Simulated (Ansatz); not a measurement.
The system is MoPd2.

```
Pd Mo
1.0
    -1.37354    1.97203    4.11381
     1.37354   -1.97203    4.11381
     1.37354    1.97203   -4.11381
Pd Mo
2 1
Cartesian
  0.0000 0.0000 5.4730
  0.0000 0.0000 2.7546
  0.0000 0.0000 0.0000
```

The cell comes from a database or a generator and needn't be the stable form of this composition.

| Quantity | Value |
| --- | --- |
| Program | Ansatz 0.2.0 |
| Task | single point |
| Functional | PBEsol |
| Potentials or basis | all-electron LAPW, scalar-relativistic |
| Cutoff | 274 eV (chosen from the basis error) |
| Basis error allowed | 0.001 eV/atom |
| k mesh | 12 × 12 × 12 |
| Occupations | fermi-dirac, width 0.05 eV |
| Spin | no spin polarisation |

On this cell: pressure -5.3 GPa; largest force 0.020 eV/Å; band gap on the k mesh none (metal or under the smearing width).

The same run follows on a disturbed copy (atoms moved at random, drawn with an rms of 0.05 Å):

```xyz
3
Lattice="-1.3735 1.9720 4.1138 1.3735 -1.9720 4.1138 1.3735 1.9720 -4.1138" Properties=species:S:1:pos:R:3 pbc="T T T"
Pd    0.0657   -0.0014    5.4319
Pd   -0.0085    0.0014    2.7232
Mo   -0.0204   -0.0022    0.0314
```

Problem. What does the disturbed cell give?

Solution. The energy (extrapolated to zero smearing) moves by +11.1 meV/atom; pressure -4.7 GPa; largest force 0.567 eV/Å; band gap on the k mesh none (metal or under the smearing width).

Forces in eV/Å, atoms in the order of the input:
```
Pd  -0.402  0.011  0.304
Pd   0.154 -0.027  0.205
Mo   0.248  0.016 -0.509
```

Stress tensor (GPa, compression positive):
```
-4.76  0.00 -0.12
 0.00 -4.72 -0.03
-0.12 -0.03 -4.65
```
